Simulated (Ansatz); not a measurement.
# Ga32P24N8: the cost of one run

Method: density functional theory in Ansatz 0.2.0, PAW datasets, plane waves.

### Step 1. Starting point

64 atoms (32 Ga, 24 P, 8 N); a = 10.407 Å, b = 10.407 Å, c = 10.407 Å, α = 90.00°, β = 90.00°, γ = 90.00°. All atoms were shaken off their sites by about 0.02 Å along each axis.

The runs, in order: (2) PBEsol cell relaxation at the single k point (¼, ¼, ¼), on 1 × NVIDIA H100 80GB HBM3 with 4 threads of AMD EPYC 7R13; (3) HSE06 single point at the single k point (¼, ¼, ¼), on 1 × NVIDIA H100 80GB HBM3 with 4 threads of AMD EPYC 7R13.

### Step 2. PBEsol relaxation of the cell and the positions

in.yaml

```yaml
crystal:
  lattice:
    - [10.406792, 0.000000, 0.000000]
    - [0.000000, 10.406792, 0.000000]
    - [0.000000, 0.000000, 10.406792]
  atoms:
    - { symbol: Ga, position: [0.998051, 0.002041, 0.997820] }
    - { symbol: Ga, position: [0.001482, 0.998173, 0.498034] }
    - { symbol: Ga, position: [0.001015, 0.499732, 0.999664] }
    - { symbol: Ga, position: [0.999965, 0.498696, 0.500018] }
    - { symbol: Ga, position: [0.498800, 0.001158, 0.000069] }
    - { symbol: Ga, position: [0.501312, 0.000192, 0.500555] }
    - { symbol: Ga, position: [0.496334, 0.502808, 0.001714] }
    - { symbol: Ga, position: [0.498922, 0.503608, 0.501424] }
    - { symbol: Ga, position: [0.247531, 0.250296, 0.002203] }
    - { symbol: Ga, position: [0.247265, 0.250095, 0.500494] }
    - { symbol: Ga, position: [0.250872, 0.749337, 0.000262] }
    - { symbol: Ga, position: [0.250292, 0.749947, 0.500216] }
    - { symbol: Ga, position: [0.752832, 0.252532, 0.997670] }
    - { symbol: Ga, position: [0.748618, 0.251065, 0.497562] }
    - { symbol: Ga, position: [0.749060, 0.750297, 0.994262] }
    - { symbol: Ga, position: [0.750337, 0.751635, 0.498678] }
    - { symbol: Ga, position: [0.252280, 0.998558, 0.248415] }
    - { symbol: Ga, position: [0.252504, 0.001862, 0.749767] }
    - { symbol: Ga, position: [0.250479, 0.499594, 0.249388] }
    - { symbol: Ga, position: [0.254199, 0.502458, 0.749870] }
    - { symbol: Ga, position: [0.749292, 0.998597, 0.249770] }
    - { symbol: Ga, position: [0.750006, 0.001461, 0.750329] }
    - { symbol: Ga, position: [0.748519, 0.500815, 0.251874] }
    - { symbol: Ga, position: [0.747050, 0.498310, 0.749790] }
    - { symbol: Ga, position: [0.999852, 0.247298, 0.254927] }
    - { symbol: Ga, position: [0.999323, 0.247810, 0.749171] }
    - { symbol: Ga, position: [0.000681, 0.750891, 0.253087] }
    - { symbol: Ga, position: [0.002267, 0.755216, 0.748297] }
    - { symbol: Ga, position: [0.498462, 0.248755, 0.250916] }
    - { symbol: Ga, position: [0.501221, 0.249880, 0.749589] }
    - { symbol: Ga, position: [0.496595, 0.752930, 0.251457] }
    - { symbol: Ga, position: [0.498634, 0.749006, 0.752117] }
    - { symbol: P, position: [0.125744, 0.128718, 0.126387] }
    - { symbol: P, position: [0.127080, 0.127016, 0.623833] }
    - { symbol: P, position: [0.126863, 0.626482, 0.123816] }
    - { symbol: P, position: [0.124656, 0.621353, 0.626163] }
    - { symbol: P, position: [0.626947, 0.127609, 0.123225] }
    - { symbol: P, position: [0.621941, 0.125959, 0.623788] }
    - { symbol: P, position: [0.626925, 0.625011, 0.127670] }
    - { symbol: P, position: [0.624157, 0.625286, 0.628691] }
    - { symbol: P, position: [0.374265, 0.872825, 0.125787] }
    - { symbol: P, position: [0.371633, 0.877613, 0.628144] }
    - { symbol: P, position: [0.876431, 0.373041, 0.128918] }
    - { symbol: P, position: [0.875390, 0.376036, 0.627652] }
    - { symbol: P, position: [0.873403, 0.876589, 0.123925] }
    - { symbol: P, position: [0.871690, 0.875907, 0.622462] }
    - { symbol: P, position: [0.373153, 0.126459, 0.374972] }
    - { symbol: P, position: [0.377133, 0.625127, 0.376664] }
    - { symbol: P, position: [0.375986, 0.625070, 0.874681] }
    - { symbol: P, position: [0.875420, 0.123436, 0.373878] }
    - { symbol: P, position: [0.123551, 0.374393, 0.373069] }
    - { symbol: P, position: [0.127021, 0.374043, 0.875159] }
    - { symbol: P, position: [0.127654, 0.872052, 0.873802] }
    - { symbol: P, position: [0.621882, 0.371656, 0.375148] }
    - { symbol: P, position: [0.625675, 0.375681, 0.877575] }
    - { symbol: P, position: [0.624793, 0.876880, 0.873124] }
    - { symbol: N, position: [0.373894, 0.375422, 0.124075] }
    - { symbol: N, position: [0.378892, 0.377507, 0.622007] }
    - { symbol: N, position: [0.376417, 0.123396, 0.876377] }
    - { symbol: N, position: [0.875157, 0.129172, 0.877333] }
    - { symbol: N, position: [0.872604, 0.627932, 0.376276] }
    - { symbol: N, position: [0.875033, 0.625176, 0.875689] }
    - { symbol: N, position: [0.124807, 0.873137, 0.376640] }
    - { symbol: N, position: [0.624227, 0.876285, 0.374816] }
  symmetry: { detect: false }
kpoints:
  mp_grid: { grid: [1, 1, 1], shift: [0.25, 0.25, 0.25] }
hamiltonian:
  xc: pbesol
scf:
  occupations: { method: fermi_dirac, width: 0.01 }
relax:
  f_tol: 0.03
  max_steps: 80
  escape_saddle: false
  adjacent_minimum: "off"
  cell: { fix: [shape] }
output:
  forces: true
  eigenvalues: true
  populations: true
```

Command:

```bash
$ ansatz run in.yaml --threads 4 --pin off --max-ram 42750MiB --runs-dir r --events-out ev --progress --plain --backend cuda --devices 0, --max-vram 37GiB
```

Q: Estimate wall time and peak memory on 1 × NVIDIA H100 80GB HBM3 with 4 threads of AMD EPYC 7R13, shared host.

About 17 s, with a peak of 1.5 GiB on the host.
